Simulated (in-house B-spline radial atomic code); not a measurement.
# Cs⁵¹⁺: two electrons outside a closed core

Which levels has Cs⁵¹⁺, how pure are their terms, and how much do the corrections beyond plain CI move them?

The numbers are computed with an in-house B-spline radial atomic code, version 1 (configuration interaction of two valence electrons in the frozen-core Dirac-Hartree-Fock potential, then with screened core-valence correlation, Breit and QED (CI+MBPT), no-pair Dirac, B-spline basis), except any that are marked as measured or tabulated.

**1. The atom as given**

| Quantity | Value |
| --- | --- |
| element | caesium (Z = 55) |
| charge | +51 |
| core | 1s2 |
| nucleus | mass number 133, rms radius 4.804 fm |

**2. The run**

Settings of the run, as the program recorded them:

```ini
basis_form = 3
Z = 55
core_configuration = 1s2
rms_radius = 4.8041
mass_number = 133
speed_of_light = 137.035999084
box_radius = 1.698
lmax = 6
intervals = 55
virtual_cutoff = 6050.0
```

Launch:

```
$ python run_mb.py task.json out
```

The settings stand in task.json.

After this run come: Transitions.

Q: Predict the outcome of this session. Wanted: ground level; ionisation energy; first excited level; strongest line from the ground level; largest CI block.

As calculated:

```
                               quantity                                                              value
                           ground level                                                            2s2 1S0
                      ionisation energy                                     9984.3 eV (plain CI 9997.7 eV)
                    first excited level                                             2s2p 3P°0 at 107.28 eV
   strongest line from the ground level                                   2s3p 1P°1, 0.2133 nm, gf = 0.375
                       largest CI block                                                               2746
tabulated theoretical ionisation energy  9974.0 ± 4 eV (NIST Atomic Spectra Database, ionization energies)
```

What this shows: 2s2 1S0 lies lowest. Plain CI gives 9997.7 eV for ionisation, the corrected calculation 9984.3 eV. The lowest 12 levels have a mean term purity of 0.85, so spin-orbit coupling mixes the terms. The spin-changing line from 2s2p 3P°1 has a rate of 2.24e+09 1/s, against 1.83e+14 1/s for the strongest allowed line to the ground level; rates also scale with the cube of the energy, so the ratio isn't the spin rule alone. The tabulated theoretical ionisation energy is 9974.0 ± 4 eV, so the final value is off by +0.10 %.
